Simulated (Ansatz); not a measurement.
# ReOs: the cost of one run

Computed with Ansatz 0.2.0 (DFT LDA, with the methods named in each step, unless a step's input says otherwise).

5 further runs of the same task are left out: 4 that didn't finish, 1 set aside as unsound or not needed.

## (1) The starting structure

Symmetry: P-6m2, No. 187, hexagonal system. The conventional cell has a = 2.757 Å, b = 2.757 Å, c = 4.382 Å, α = 90.00°, β = 90.00°, γ = 120.00°. Re (site symmetry -6m2) is surrounded by 6 Os at 2.71 Å and 6 Re at 2.76 Å. Os (site symmetry -6m2) has 6 Re at 2.71 Å and 6 Os at 2.76 Å as nearest neighbours.

Coordinates:

```cif
data_structure
_symmetry_space_group_name_H-M 'P-6m2'
_symmetry_Int_Tables_number 187
_cell_length_a 2.7573
_cell_length_b 2.7573
_cell_length_c 4.3824
_cell_angle_alpha 90.000
_cell_angle_beta 90.000
_cell_angle_gamma 120.000
_cell_volume 28.86
loop_
_atom_site_label
_atom_site_type_symbol
_atom_site_symmetry_multiplicity
_atom_site_Wyckoff_symbol
_atom_site_fract_x
_atom_site_fract_y
_atom_site_fract_z
_atom_site_occupancy
Re1 Re 1 f 0.66667 0.33333 0.50000 1
Os1 Os 1 a 0.00000 0.00000 0.00000 1
```

The file gives the conventional cell by its symmetry; the runs use the cell typed in the input.

Atoms are numbered in the order of the input: Re1, Os2.

## (2) Shortest bond scaled by 1, PAW

The input, input.yaml:

```yaml
crystal:
  lattice:
    - [2.7573303527, 0.0, 0.0]
    - [-1.3786651764, 2.3879181321, 0.0]
    - [0.0, 0.0, 4.38242818]
  atoms:
    - { symbol: Re, position: [0.6666666667, 0.3333333333, 0.5] }
    - { symbol: Os, position: [0.0, 0.0, 0.0] }
kpoints:
  mp_grid: { grid: [12, 12, 7] }
scf:
  occupations: { method: fermi_dirac, width: 0.05 }
hamiltonian:
  xc: lda
  pseudopotentials: { kind: paw }
output:
  forces: true
  stress: true
  eigenvalues: true
  efg: { contact_densities: true }
  populations: true
```

Started as:

```sh
> ansatz run input.yaml --threads 1 --pin off --max-ram 2048MiB --backend cpu --events-out ev --progress --plain --runs-dir out
```

Q: Estimate wall time and peak memory on 1 thread of Arm Neoverse V2, shared host.

About 5.8 s, with a peak of 0.4 GiB.
